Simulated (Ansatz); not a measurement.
**C₂H₅FO₂Si: one species, many methods**

An exercise on one series of results from a longer session: the logs are not shown, and one member is left open.

Method: functionals in def2-TZVPP, the program's frozen cores in correlated methods; program: Ansatz 0.2.0, Gaussian basis.

The runs, in order: LDA (SPW92), PBE-D4, revPBE-D4, BLYP-D4, r2SCAN-D4, B97M-V, PBE0-D4, B3LYP-D4, r2SCANh-D4, r2SCAN0-D4, HSE06-D4, BHLYP-D4, CAM-B3LYP-D4, LC-ωPBE, ωB97X-V, ωB97M-V, B2PLYP, PBE-QIDH; CCSD(T)/def2-SVP; CCSD(T)/def2-TZVPP; MP2/def2-QZVPP; extrapolation to the limit; RPA on PBE.

### The geometry

All runs share one geometry, relaxed beforehand with PBE0-D4 in a triple-zeta def2 set.

SMILES `C[C@]1(F)O[Si@H]1O`, 11 atoms, charge 0, spin multiplicity 1.

Atoms are counted from 1 here; the program's logs count them from 0.

Bond lengths: C1–C2 1.489 Å, C1–H7 1.094 Å, C1–H8 1.090 Å, C1–H9 1.091 Å, C2–F3 1.380 Å, C2–O4 1.449 Å, C2–Si5 1.814 Å, O4–Si5 1.660 Å, Si5–O6 1.622 Å, Si5–H10 1.470 Å, O6–H11 0.961 Å. Angles: C2–C1–H7 109.4°, C2–C1–H8 110.5°, C2–C1–H9 110.2°, H7–C1–H8 108.8°, H7–C1–H9 109.0°, H8–C1–H9 108.9°, C1–C2–F3 109.7°, C1–C2–O4 114.4°, C1–C2–Si5 133.2°, F3–C2–O4 109.5°, F3–C2–Si5 115.8°, O4–C2–Si5 59.9°, C2–O4–Si5 71.0°, C2–Si5–O4 49.0°, C2–Si5–O6 123.5°, C2–Si5–H10 127.2°, O4–Si5–O6 119.9°, O4–Si5–H10 117.9° and more.

As a file:

```xyz
11

C     0.54593   -0.97814   -1.32463
C    -0.20950   -0.09952   -0.38935
F    -1.52980   -0.02704   -0.78350
O     0.33060    1.23822   -0.25618
Si    0.16092    0.57261    1.25459
O    -0.97387    1.13907    2.26647
H     0.51027   -0.55156   -2.33164
H     1.58794   -1.05935   -1.01478
H     0.10391   -1.97507   -1.34504
H     1.37826    0.35509    2.05014
H    -1.83918    1.32848    1.89453
```

Set-up of the first run:

in.yaml

```yaml
crystal:
  periodic: [false, false, false]
  atoms:
    - {symbol: C, position_ang: [0.545931, -0.978140, -1.324632]}
    - {symbol: C, position_ang: [-0.209496, -0.099515, -0.389353]}
    - {symbol: F, position_ang: [-1.529799, -0.027042, -0.783495]}
    - {symbol: O, position_ang: [0.330604, 1.238224, -0.256182]}
    - {symbol: Si, position_ang: [0.160916, 0.572606, 1.254592]}
    - {symbol: O, position_ang: [-0.973866, 1.139072, 2.266465]}
    - {symbol: H, position_ang: [0.510269, -0.551557, -2.331638]}
    - {symbol: H, position_ang: [1.587943, -1.059349, -1.014782]}
    - {symbol: H, position_ang: [0.103910, -1.975074, -1.345040]}
    - {symbol: H, position_ang: [1.378264, 0.355091, 2.050137]}
    - {symbol: H, position_ang: [-1.839177, 1.328484, 1.894527]}
basis:
  gaussian: {orbitals: def2-TZVPP}
hamiltonian: {xc: lda}
output: {orbitals: {seedname: orbitals}}
```

The run is started by

```console
$ ansatz run in.yaml --threads 4 --pin off --events-out ev --progress --plain --max-ram 10444MiB
```

Steps of the session up to this table: LDA; PBE-D4 (GGA); revPBE-D4 (GGA); BLYP-D4 (GGA); r2SCAN-D4 (meta-GGA); B97M-V (meta-GGA); B3LYP-D4 (hybrid); r2SCANh-D4 (hybrid); r2SCAN0-D4 (hybrid); HSE06-D4 (hybrid); BHLYP-D4 (hybrid); CAM-B3LYP-D4 (range-separated); LC-ωPBE (range-separated); ωB97X-V (range-separated); ωB97M-V (range-separated); B2PLYP (double hybrid); PBE-QIDH (double hybrid).

One table of the session follows, with a row left open; its other results are not shown here.

It belongs to the step «Orbital energies across the functionals». 

```
  functional  HOMO (eV)  gap (eV)
 LDA (SPW92)      -6.16      5.28
      PBE-D4      -5.99      5.31
   revPBE-D4      -5.91      5.34
     BLYP-D4      -5.91      5.29
   r2SCAN-D4      -6.23      5.89
      B97M-V      -6.32      5.82
     PBE0-D4      -7.35      7.53
    B3LYP-D4      -7.17      7.07
  r2SCANh-D4      -6.75      6.69
  r2SCAN0-D4          ?         ?
    HSE06-D4      -6.95      6.75
    BHLYP-D4      -8.69      9.67
CAM-B3LYP-D4      -8.79      9.91
     LC-ωPBE     -10.08     12.42
     ωB97X-V      -9.73     11.94
     ωB97M-V      -9.62     11.51
```

Estimate the missing values for r2SCAN0-D4.

Worked estimate for «HOMO (eV)». Against the share of exact exchange, r2SCAN-D4 (0, -6.23), r2SCANh-D4 (0.1, -6.75) give a slope of -5.20 per unit share; at 0.25 the line stands at -7.53.

**Answer.** HOMO (eV): -7.52; gap (eV): 7.90. In «HOMO (eV)» the line misses by -0.01.
